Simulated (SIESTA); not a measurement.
CrN2 under changes of volume

One of the cells (8.534 Å³/atom); the others are scaled copies at fixed shape and fractional positions:

```
CELL_PARAMETERS angstrom
3.87560 0.00000 0.00000
0.00000 4.77723 0.00000
0.00000 0.00000 2.76548
ATOMIC_POSITIONS crystal
Cr 0.00000 0.00000 0.00000
Cr 0.50000 0.50000 0.50000
N 0.86617 0.58878 0.00000
N 0.13383 0.41123 0.00000
N 0.36617 0.91122 0.50000
N 0.63383 0.08878 0.50000
```

The cell comes from a database or a generator and needn't be the stable form of this composition.

| Item | Value |
| --- | --- |
| Program | SIESTA 5.4.2 |
| Functional | PBEsol |
| Potentials or basis | PseudoDojo 0.4 standard (PBEsol files) |
| Basis | DZP (energy shift 0.003 Ry; two zetas on semicore shells) |
| Grid cutoff | 800 Ry |
| Energy shift | 0.003 Ry |
| k mesh | 7 × 6 × 10 |
| Occupations | fermi-dirac, width 0.05 eV |
| Spin | collinear spin, ferromagnetic start |
| Starting moments | [3.0, 3.0, 0.0, 0.0, 0.0, 0.0] μB |

| volume (Å³/atom) | energy over the lowest point (meV/atom) | pressure (GPa) | moment (μB per cell) | largest force (eV/Å) |
| --- | --- | --- | --- | --- |
| 8.185 | 11.27 | 11.8 | 4.20 | 1.744 |
| 8.359 | ? | ? | ? | ? |
| 8.534 | 0.00 | -1.0 | 4.23 | 1.151 |
| 8.882 | 14.15 | -11.5 | 4.28 | 0.646 |
| 9.056 | 29.02 | -15.8 | 4.31 | 0.401 |

**Question.** What does the run at 8.359 Å³/atom give?

**Answer.** Energy over the lowest point 2.17 meV/atom; pressure 5.1 GPa; moment 4.22 μB per cell; largest force 1.438 eV/Å.

Worked out: A Birch-Murnaghan fit of order 2 (a polynomial in V^(-2/3)) to the other rows has its minimum at 8.50 Å³/atom with B0 = V·E''(V) = 288 GPa at fixed shape and positions, which overstates the stiffness. It gives 2.17 meV/atom at 8.359 Å³/atom, against the run's 2.17, and -dE/dV = 5.1 GPa, against 5.1. A parabola through the other rows of the moment, of slope 0.0878 μB per Å³/atom there, gives 4.21 μB, against the run's 4.22.

Energies are extrapolated to zero smearing.

Caveats: the basis of atomic orbitals isn't converged, which shifts pressures, moduli and gaps; only a ferromagnetic start was run, and an antiferromagnetic order may lie lower in energy; forces of over 1 eV/Å show positions far from the minimum, so gaps and moduli don't describe the material at rest (some runs).
